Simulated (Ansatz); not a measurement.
# CH8N2SSi: the cost of one run

Computed with Ansatz 0.2.0, Gaussian basis. Level: the settings change from run to run.

**1. The geometry**

The structure was relaxed beforehand with PBE0-D4 in a triple-zeta def2 set.

SMILES `NC(S)N[SiH3]`, 13 atoms, charge 0, spin multiplicity 1.

Atoms are counted from 1 here; the program's logs count them from 0.

Bond lengths: N1–C2 1.440 Å, N1–H6 1.011 Å, N1–H7 1.014 Å, C2–S3 1.850 Å, C2–N4 1.423 Å, C2–H8 1.101 Å, S3–H9 1.344 Å, N4–Si5 1.728 Å, N4–H10 1.011 Å, Si5–H11 1.486 Å, Si5–H12 1.489 Å, Si5–H13 1.485 Å. Angles: C2–N1–H6 111.1°, C2–N1–H7 109.9°, H6–N1–H7 109.6°, N1–C2–S3 108.3°, N1–C2–N4 108.4°, N1–C2–H8 114.9°, S3–C2–N4 116.4°, S3–C2–H8 101.3°, N4–C2–H8 107.7°, C2–S3–H9 94.9°, C2–N4–Si5 123.5°, C2–N4–H10 111.2°, Si5–N4–H10 118.6°, N4–Si5–H11 107.4°, N4–Si5–H12 115.3°, N4–Si5–H13 106.7°, H11–Si5–H12 108.0°, H11–Si5–H13 111.0° and more.

Coordinates:

```mol
CH8N2SSi
  3D, bonds by distance, orders not assigned

 13 12  0  0  0  0  0  0  0  0999 V2000
   -0.5741    1.8663    0.4411 N   0  0
   -0.6312    0.4509    0.1803 C   0  0
   -1.3668   -0.3817    1.6597 S   0  0
    0.6651    0.0144   -0.2130 N   0  0
    0.9675   -1.4978   -0.9934 Si  0  0
   -1.4667    2.2122    0.7664 H   0  0
   -0.3040    2.3624   -0.4007 H   0  0
   -1.3390    0.1538   -0.6090 H   0  0
   -0.4964    0.1506    2.5342 H   0  0
    1.3799    0.4005    0.3894 H   0  0
    0.0154   -1.6087   -2.1293 H   0  0
    0.8004   -2.7021   -0.1334 H   0  0
    2.3704   -1.4557   -1.4776 H   0  0
  1  2  8  0
  2  3  8  0
  2  4  8  0
  4  5  8  0
  1  6  8  0
  1  7  8  0
  2  8  8  0
  3  9  8  0
  4 10  8  0
  5 11  8  0
  5 12  8  0
  5 13  8  0
M  END
```

**2. B2PLYP/ANO-RCC-VTZP**

Options: multiplicity 3.

Contents of in.yaml:

```yaml
crystal:
  periodic: [false, false, false]
  atoms:
    - {symbol: N, position_ang: [-0.574081, 1.866341, 0.441128]}
    - {symbol: C, position_ang: [-0.631246, 0.450944, 0.180315]}
    - {symbol: S, position_ang: [-1.366833, -0.381667, 1.659728]}
    - {symbol: N, position_ang: [0.665052, 0.014449, -0.212961]}
    - {symbol: Si, position_ang: [0.967540, -1.497782, -0.993381]}
    - {symbol: H, position_ang: [-1.466688, 2.212238, 0.766375]}
    - {symbol: H, position_ang: [-0.304032, 2.362409, -0.400695]}
    - {symbol: H, position_ang: [-1.338959, 0.153780, -0.609014]}
    - {symbol: H, position_ang: [-0.496395, 0.150614, 2.534200]}
    - {symbol: H, position_ang: [1.379909, 0.400497, 0.389387]}
    - {symbol: H, position_ang: [0.015353, -1.608743, -2.129294]}
    - {symbol: H, position_ang: [0.800421, -2.702065, -0.133448]}
    - {symbol: H, position_ang: [2.370359, -1.455716, -1.477640]}
basis:
  gaussian: {orbitals: ANO-RCC-VTZP}
magnetization: {spin_polarized: true, initial_magnetization: 2}
hamiltonian: {xc: {name: B2PLYP}}
```

On the command line:

```bash
$ ansatz run in.yaml --threads 4 --pin off --events-out ev --progress --plain --max-ram 10444MiB
```

What time and memory should one allow on 4 threads of Arm Neoverse V1, shared host?

About 52 s, with a peak of 1.3 GiB.
